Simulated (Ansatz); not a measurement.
**HF/3-21G run of C3H8Sn (SMILES C=C[CH2][SnH3])**

What is the vertical ionisation energy of C3H8Sn at HF/3-21G? 

Program for the calculation: Ansatz 0.2.0.

19 further runs of the same task are left out: 19 set aside as unsound or not needed. Runs told in other sessions of the task aren't counted.

### Step 1. The structure to begin with

The species is C3H8Sn (12 atoms), meant as a singlet with charge 0. SMILES: `C=C[CH2][SnH3]`. The coordinates come from a PBE0-D4/def2-TZVP relaxation. This is one conformer, not always the lowest.

Bond lengths: C1–C2 1.329 Å, C2–C3 1.481 Å, C3–Sn4 2.165 Å, C1–H5 1.086 Å, C1–H6 1.083 Å, C2–H7 1.089 Å, C3–H8 1.092 Å, C3–H9 1.092 Å, Sn4–H10 1.707 Å, Sn4–H11 1.709 Å, Sn4–H12 1.711 Å. Some angles: C1–C2–C3 125.6°, C2–C3–Sn4 110.4°, C1–C2–H7 118.4°, C3–C2–H7 115.9°, C2–C1–H5 121.5°, C2–C1–H6 121.4°, C2–C3–H8 111.9°, C2–C3–H9 111.9°, Sn4–C3–H8 106.6°, Sn4–C3–H9 107.2°.

### Step 2. A single-point energy at HF/3-21G

in.yaml reads:

```yaml
crystal:
  periodic: [false, false, false]
  atoms:
    - symbol: C
      position_ang: [-0.307500, 2.071300, -0.123900]
    - symbol: C
      position_ang: [-0.369900, 0.952500, 0.590800]
    - symbol: C
      position_ang: [0.654800, -0.116300, 0.612000]
    - symbol: Sn
      position_ang: [0.003100, -1.811000, -0.566700]
    - symbol: H
      position_ang: [0.550100, 2.297900, -0.750200]
    - symbol: H
      position_ang: [-1.111600, 2.796900, -0.106600]
    - symbol: H
      position_ang: [-1.256100, 0.775000, 1.198400]
    - symbol: H
      position_ang: [0.834100, -0.489500, 1.622900]
    - symbol: H
      position_ang: [1.605000, 0.222000, 0.194100]
    - symbol: H
      position_ang: [-0.082800, -1.335700, -2.204000]
    - symbol: H
      position_ang: [-1.543300, -2.305600, -0.033900]
    - symbol: H
      position_ang: [1.100900, -3.112500, -0.399000]
basis:
  gaussian: {orbitals: 3-21G-spherical.json}
magnetization: {spin_polarized: false}
hamiltonian: {xc: hf}
accuracy: high
output: {orbitals: {seedname: orbitals}}
```

The basis set 3-21G is read from a file made from the Basis Set Exchange's data (not shown).

Command:

```console
$ ansatz run in.yaml --threads 1 --pin off --max-ram 2610MiB --events-out events.jsonl --progress --plain --runs-dir runs
```

Standard output:

```text
Warning: RAYON_NUM_THREADS=1 ignored (pool sized by the plan → 1); use --threads N
Functional definition: HF
  name "HF"
  exchange = exact_x
  correlation = 0
1696 factors; integrals over basis functions are off by at most 1.1e-8 eV
mean field evaluation 1: about -166363.8751 eV, gradient 2.3e1 eV
mean field evaluation 2: about -166364.2323 eV, gradient 2.3e1 eV
mean field evaluation 4: about -166365.8036 eV, gradient 2.1e0 eV
mean field evaluation 8: about -166365.8193 eV, gradient 5.8e-4 eV
mean field -166365.81925643 eV, -6113.8310908714 hartree, gradient 1.9e-8 eV, S^2 0.000000; 0 other end points of the search recorded, 0 dependent functions left out
reference -166365.81925643 eV, -6113.8310908714 hartree; 38, 38 occupied and 36, 36 virtual orbitals, 1696 factors
Total energy: -166365.81925643 eV, -6113.8310908714 hartree
```

Wall time 3.3 s (1 thread of Arm Neoverse V1, shared host); peak memory 0.22 GiB.

### Step 3. The doublet cation at the same level

Changes to in.yaml since step 2:

```diff
@@ -28,5 +28,10 @@
 basis:
-  gaussian: {orbitals: 3-21G-spherical.json}
-magnetization: {spin_polarized: false}
-hamiltonian: {xc: hf}
+  gaussian:
+    orbitals: 3-21G-spherical.json
+total_charge: 1
+magnetization:
+  spin_polarized: true
+  initial_magnetization: 1
+hamiltonian:
+  xc: hf
 accuracy: high
```

The basis set 3-21G is read from a file made from the Basis Set Exchange's data (not shown).

Command:

```console
$ ansatz run in.yaml --threads 1 --pin off --max-ram 2610MiB --events-out events.jsonl --progress --plain --runs-dir runs
```

Standard output:

```text
Warning: RAYON_NUM_THREADS=1 ignored (pool sized by the plan → 1); use --threads N
Functional definition: HF
  name "HF"
  exchange = exact_x
  correlation = 0
1694 factors; integrals over basis functions are off by at most 1.1e-8 eV
mean field evaluation 1: about -166355.1901 eV, gradient 1.9e1 eV
mean field evaluation 2: about -166355.5449 eV, gradient 1.8e1 eV
mean field evaluation 4: about -166357.8289 eV, gradient 2.0e0 eV
mean field evaluation 8: about -166357.9468 eV, gradient 3.6e-1 eV
mean field evaluation 16: about -166357.9558 eV, gradient 1.1e-8 eV
mean field evaluation 32: about -166355.1629 eV, gradient 1.8e0 eV
mean field -166357.95575947 eV, -6113.5421126880 hartree, gradient 7.0e-8 eV, S^2 0.767975; 0 other end points of the search recorded, 0 dependent functions left out
reference -166357.95575947 eV, -6113.5421126880 hartree; 38, 37 occupied and 36, 37 virtual orbitals, 1694 factors
Total energy: -166357.95575947 eV, -6113.5421126880 hartree
```

It took 5.4 s on 1 thread of Arm Neoverse V1, shared host; peak memory 0.31 GiB.

### Step 4. Results

Level: HF/3-21G.

| quantity | value |
| --- | --- |
| singlet C3H8Sn: total energy | -6113.83109 Eh |
| singlet C3H8Sn: HOMO energy | -9.01 eV |
| singlet C3H8Sn: LUMO energy | 3.59 eV |
| singlet C3H8Sn: HOMO–LUMO gap | 12.60 eV |
| doublet cation: total energy | -6113.54211 Eh |
| doublet cation: HOMO energy (highest over α and β) | -16.19 eV |
| doublet cation: LUMO energy (lowest over α and β) | -6.82 eV |
| doublet cation: ⟨S²⟩ | 0.768 |
| vertical ionisation energy (to the doublet cation) | 7.863 eV |

Removing an electron at fixed nuclei costs 7.86 eV (759 kJ/mol). The negative HOMO energy of the first species, 9.01 eV, lies 1.14 eV above that difference. Relativity is left out (singlet C3H8Sn) although the molecule holds a heavy atom. Relativity is left out (doublet cation) although the molecule holds a heavy atom.
